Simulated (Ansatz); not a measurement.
Crystal: Ta4O.

```
Ta O
1.0
     3.25750    0.00000    0.00000
     0.00000    3.25750    0.00000
     0.00000    0.00000    7.40934
Ta O
4 1
Direct
  0.00000 0.00000 0.00000
  0.50000 0.50000 0.21684
  0.50000 0.50000 0.78316
  0.00000 0.00000 0.50000
  0.50000 0.50000 0.50000
```

The cell comes from a database or a generator and needn't be the stable form of this composition.

| Item | Value |
| --- | --- |
| Program | Ansatz 0.2.0 |
| Task | relaxation of cell and atoms |
| Functional | PBEsol |
| Dispersion | D3(BJ)-ATM |
| Potentials or basis | Ansatz PAW |
| Cutoff | 420 eV (not typed: the program's choice for these potentials) |
| k mesh | 8 × 8 × 4 |
| Occupations | fermi-dirac, width 0.05 eV |
| Spin | no spin polarisation |

At the start: volume 15.72 Å³/atom.

**Question.** Where does the relaxation end?

**Answer.** It ends after 8 steps and the volume is 14.81 Å³/atom (-5.8 %); space group P4/mmm (No. 123, to 0.05 Å).

The path:
| step | energy change (eV) | largest force (eV/Å) | volume (Å³) |
| --- | --- | --- | --- |
| 1 | 0.0000 | 0.0327 | 78.62 |
| 2 | -0.1958 | 0.0619 | 74.55 |
| 3 | -0.2000 | 0.0380 | 74.02 |
| 4 | -0.2000 | 0.0135 | 74.06 |
| 5 | -0.2000 | 0.0011 | 74.07 |
| 6 | -0.1955 | 0.0015 | 74.07 |
| 7 | -0.1955 | 0.0003 | 74.03 |
| 8 | -0.1955 | 0.0002 | 74.03 |

Final structure:
```yaml
crystal:
  lattice:
    - [3.18326, 0.00000, 0.00000]
    - [0.00000, 3.18326, 0.00000]
    - [0.00000, 0.00000, 7.30606]
  atoms:
    - { symbol: Ta, position: [0.00000, 0.00000, 0.00000] }
    - { symbol: Ta, position: [0.50000, 0.50000, 0.21666] }
    - { symbol: Ta, position: [0.50000, 0.50000, 0.78334] }
    - { symbol: Ta, position: [0.00000, 0.00000, 0.50000] }
    - { symbol: O, position: [0.50000, 0.50000, 0.50000] }
```

Caveat: the plane-wave basis is chosen anew once the cell has moved, so the energies of steps on either side of that aren't comparable; pairwise dispersion overbinds metals, which lowers pressure and volume; the PAW data sets come from PBE, with cores solved anew for the run's functional, which leaves a small shift of forces and pressure.
